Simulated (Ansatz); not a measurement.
# two structures of Y: a comparison of enthalpies under pressure

Computed with Ansatz 0.2.0 through its Python package.

Run as a notebook:

**Cell 1**
```python
import warnings

import ansatz as az
import numpy as np
```

**Cell 2**
```python
CUTOFF = 500
K_SPACING = 0.15
SMEARING = 'fermi_dirac'
WIDTH_EV = 0.05
```

**Cell 3**
```python
def diamond(a_site, a):
    return (
        az.Lattice.fcc(a)
        .space_group(227, origin_choice=1)
        .atom(a_site, [0, 0, 0])
        .primitive()
    )
```

**Cell 4**
```python
def bcc(A, a):
    return (
        az.Lattice.bcc(a)
        .space_group(229)
        .atom(A, [0, 0, 0])
        .primitive()
    )
```

**Cell 5**
```python
def ground_state(name, crystal, pressure=0.0):
    calc = (
        crystal.calculation()
        .functional(az.Functional.PBESOL)
        .basis(CUTOFF)
        .kpoints(spacing=K_SPACING)
        .occupations(SMEARING, width=WIDTH_EV)
    )
    calc = calc.relax(force_tolerance=0.02, max_steps=60, cell=True, pressure=pressure)
    return calc.run()
```

**Cell 6**
```python
def volume_per_atom(outcome):
    return abs(np.linalg.det(outcome.lattice.cell_ang)) / len(outcome.lattice.sites)
```

**Cell 7**
```python
warnings.simplefilter('ignore', az.DeckWarning)
```

**Cell 8**
```python
phases = {}
phases['diamond'] = diamond('Y', 7.0)
phases['bcc'] = bcc('Y', 4.04)
```

**Cell 9**
```python
# enthalpy per atom at each pressure
pressures = [0, 20, 40, 60]
enthalpy, volume = {name: [] for name in phases}, {name: [] for name in phases}
for p in pressures:
    for name, crystal in phases.items():
        o = ground_state(name, crystal, pressure=p)
        volume[name].append(volume_per_atom(o))
        enthalpy[name].append(o.report['energy_sigma0_ev'] / len(o.lattice.sites) + p * volume[name][-1] / 160.21766)
gap = np.array(enthalpy['bcc']) - np.array(enthalpy['diamond'])
rows = [(p, va, vb, 1000 * d) for p, va, vb, d in zip(pressures, volume['diamond'], volume['bcc'], gap)]
print('| P (GPa) | V diamond (A^3/atom) | V bcc (A^3/atom) | H(bcc) - H(diamond) (meV/atom) |')
print('| --- | --- | --- | --- |')
for row in rows:
    print(f'| {row[0]:d} | {row[1]:.3f} | {row[2]:.3f} | {row[3]:+.1f} |')
crossings = [p0 - g0 * (p1 - p0) / (g1 - g0) for p0, p1, g0, g1 in zip(pressures, pressures[1:], gap, gap[1:]) if g0 * g1 < 0]
print('crossing near', [round(float(p), 1) for p in crossings], 'GPa') if crossings else print('no crossing in this range')
```
Output:
```text
| P (GPa) | V diamond (A^3/atom) | V bcc (A^3/atom) | H(bcc) - H(diamond) (meV/atom) |
| --- | --- | --- | --- |
| 0 | 39.833 | 31.398 | -1875.1 |
| 20 | 22.366 | 22.989 | -1899.9 |
| 40 | 19.740 | 19.312 | -1888.4 |
| 60 | 18.197 | 17.095 | -1989.7 |
no crossing in this range
```

What to keep in mind:
- At a fixed pressure a relaxation lowers the enthalpy F + PV, while F alone can rise.
- Only these two structures are compared, at zero temperature and with their symmetry kept; either may be hypothetical, and another phase may be lower than both. Differences under 10 to 15 meV an atom lie within the error of mesh and functional.
- The cells are prototypes set up for this calculation and needn't exist.
- Run time: 2.2 min on 1 thread of Arm Neoverse V2, on a shared host, peak memory 0.53 GiB.
